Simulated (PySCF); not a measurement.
# C2H4Cl2O2Si: the cost of one run

The runs use PySCF 2.14.0, with density-fitted response routines of our own; the level of theory stands in each step. All values are computed, except where a source is named. Atoms are numbered from 0 throughout.

## (1) Starting geometry

11 atoms, charge 0, multiplicity 1; geometry from: GFN2-xTB. The atoms were then displaced at random by about 0.01 Å, so the start is not that level's minimum.

Bonds of the start (Å): O0–C1 1.19, C1–O2 1.33, O2–Si3 1.62, Si3–Cl4 2.01, Si3–C5 1.93, C5–Cl6 1.79, C1–H7 1.12, Si3–H8 1.47, C5–H9 1.09, C5–H10 1.09.

## (2) Relaxing the molecule at PBE0-D3(BJ)/def2-SVP

The job: settings as JSON, then the geometry in Å.

```
{"job": {"xc": "PBE0", "basis": "def2-SVP", "d3": "d3bj", "grid": 1, "shake": 0.01, "kind": "geom"}, "charge": 0, "multiplicity": 1}
O      1.999280     0.418140     0.948020
C      1.990100    -0.078760    -0.130280
O      0.972450    -0.740510    -0.678210
Si    -0.501100    -0.901740    -0.035280
Cl    -1.496700    -1.788470    -1.539740
C     -1.245360     0.835430     0.352860
Cl    -1.108080     1.855830    -1.108620
H      2.878600    -0.062340    -0.813180
H     -0.468090    -1.704530     1.196830
H     -2.294360     0.808140     0.645250
H     -0.688610     1.332990     1.146680
```

Run with:

```console
OMP_NUM_THREADS=1 python probes_run.py task.json out
```

The driver reads the jobs from task.json and runs them one after another.

Q: Estimate the wall time and peak memory of this first job on 1 thread of Arm Neoverse V1, shared host.

About 79 s, with a peak of 0.52 GiB.
